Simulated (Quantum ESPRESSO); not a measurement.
# WAu in Quantum ESPRESSO: the effect of functional

The system is WAu.

```xyz
2
Lattice="0.0000 2.7480 2.7480 2.7480 0.0000 2.7480 2.7480 2.7480 0.0000" Properties=species:S:1:pos:R:3 pbc="T T T"
W     0.0000    0.0000    0.0000
Au    4.1220    4.1220    4.1220
```

The cell was built by a generator and needn't be a form met in nature.

Alike in all runs:

| Property | Result |
| --- | --- |
| Program | Quantum ESPRESSO 7.5 |
| Task | phonons |
| k mesh | 8 × 8 × 8 |
| Occupations | cold, width 0.2 eV |
| Spin | no spin polarisation |

Each run relaxes the cell or the atoms first.

Question: One run gave: relaxed volume 25.72 Å³/atom; highest phonon frequency 176 cm⁻¹. Which functional did it use?
A. revPBE
B. BLYP
C. vdW-DF-cx
D. RPBE
E. LDA

Answer: B.

```tsv
functional	potentials or basis	cutoff	relaxed volume (Å³/atom)	highest phonon frequency (cm⁻¹)
LDA	PseudoDojo 0.4.1 SR LDA standard	952 eV	23.08	202
PBEsol	PseudoDojo 0.4.1 SR PBEsol standard	1034 eV	23.68	196
revPBE	PseudoDojo 0.4.1 SR PBE standard	1034 eV	24.87	183
BLYP	PseudoDojo 0.4.1 SR PBE standard	1034 eV	25.72	176
RPBE	PseudoDojo 0.4.1 SR PBE standard	1034 eV	24.99	181
vdW-DF-cx	PseudoDojo 0.4.1 SR PBE standard	1034 eV	23.82	195
```

Caveats: the potentials were made for another functional, which shifts forces and pressure (some runs); the volume moved by over 15 % at a fixed basis, so the end points are rough (some runs).

Runs at the PBE level aren't shown here.
